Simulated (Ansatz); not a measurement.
# GeH4+ (doublet): wave-function methods side by side, cc-pVDZ

Aim: climb from Hartree-Fock through coupled cluster and multireference methods for GeH4+ (doublet) at one geometry and basis, and see what each rung misses.

The runs use Ansatz 0.2.0, Gaussian basis; cc-pVDZ, core rule «outside noble gas», up to 14 orbitals frozen.

The runs, in order: UHF; CCSD(T) on ROHF; CCSD(T) on UHF; BCCD(T) on ROHF; CISD; CCSDT(Q) on ROHF; CCSDT(Q) on UHF; CISDTQ; CCSDTQ on ROHF; CCSDTQ on UHF; CASSCF and MRCISD+Q, 7 electrons in 8 orbitals; CASSCF and NEVPT2, 7 electrons in 8 orbitals; Full CI.

2 further runs of the same task are left out: 2 set aside as unsound or not needed.

## (1) What is computed

The geometry is a PBE0/def2-TZVP stationary point (not a proven minimum). No spin-orbit coupling is included. The filled d shell of Ge may be among the frozen orbitals whatever the setting's name suggests; the logs give the count.

5 atoms, charge 1, spin multiplicity 2.

Atoms are counted from 1 here; the program's logs count them from 0.

Bond lengths: Ge1–H2 1.565 Å, Ge1–H3 1.565 Å, Ge1–H4 1.565 Å, Ge1–H5 1.565 Å. Angles: H2–Ge1–H3 97.5°, H2–Ge1–H4 97.5°, H2–Ge1–H5 137.7°, H3–Ge1–H4 137.7°, H3–Ge1–H5 97.5°, H4–Ge1–H5 97.5°.

## (2) UHF

The input, in.yaml:

```yaml
crystal:
  periodic: [false, false, false]
  atoms:
    - {symbol: Ge, position_ang: [0.000000, 0.000000, 0.000000]}
    - {symbol: H, position_ang: [0.561303, 1.033925, 1.032591]}
    - {symbol: H, position_ang: [-0.569863, -1.029690, 1.032135]}
    - {symbol: H, position_ang: [-0.559224, 1.030817, -1.036818]}
    - {symbol: H, position_ang: [0.567783, -1.035053, -1.027908]}
basis:
  gaussian: {orbitals: cc-pVDZ}
total_charge: 1
magnetization: {spin_polarized: true, initial_magnetization: 1}
hamiltonian: {xc: hf}
output: {orbitals: {seedname: orbitals}}
```

Run with:

```sh
$ ansatz run in.yaml --threads 1 --pin off --events-out ev --progress --plain --max-ram 4096MiB --backend cpu
```

Further steps of the session: CCSD(T) on ROHF; CCSD(T) on UHF; BCCD(T) on ROHF; CISD; CCSDT(Q) on ROHF; CCSDT(Q) on UHF; CISDTQ; CCSDTQ on ROHF; CCSDTQ on UHF; CASSCF and MRCISD+Q, 7 electrons in 8 orbitals; CASSCF and NEVPT2, 7 electrons in 8 orbitals; Full CI.

**Question.** What will the summary of the whole plan be? Wanted: FCI below the RHF energy; RMP2 from FCI; UMP2 from FCI; RCCSD from FCI; RCCSD(T) from FCI; UCCSD(T) from FCI; RCCSDT(Q) from FCI; UCCSDT(Q) from FCI; NEVPT2 valence from FCI.

The runs gave:

```
                         quantity                                                                                                          value
         FCI below the RHF energy                                                                                                     -3.9154 eV
                    RMP2 from FCI                                                                                                     +954.3 meV
                    UMP2 from FCI                                                                                                    +1000.3 meV
                   RCCSD from FCI                                                                                                     +118.2 meV
                RCCSD(T) from FCI                                                                                                      +26.9 meV
                UCCSD(T) from FCI                                                                                                      +28.5 meV
               RCCSDT(Q) from FCI                                                                                                       -0.1 meV
               UCCSDT(Q) from FCI                                                                                                       -1.4 meV
          NEVPT2 valence from FCI                                                                                                     +500.0 meV
        MRCISD+Q valence from FCI                                                                                                       +4.5 meV
levels within 1 kcal/mol (43 meV)  RCCSD(T), UCCSD(T), BCCD(T), RCCSDT, UCCSDT, CISDTQ, RCCSDT(Q), UCCSDT(Q), RCCSDTQ, UCCSDTQ, MRCISD+Q valence
                    T1 diagnostic                                                                                                          0.024
   effectively unpaired electrons                                                                                                           1.06
```

RCCSD(T) misses by +26.9 meV, 0.7 % of the correlation energy. One determinant dominates. Of the multireference levels listed MRCISD+Q valence comes nearest in total energy (+4.5 meV), which doesn't show that its space is the better one. These misses are within one basis, not against nature; the frozen cores of restricted and unrestricted runs differ, which can shift their rows.
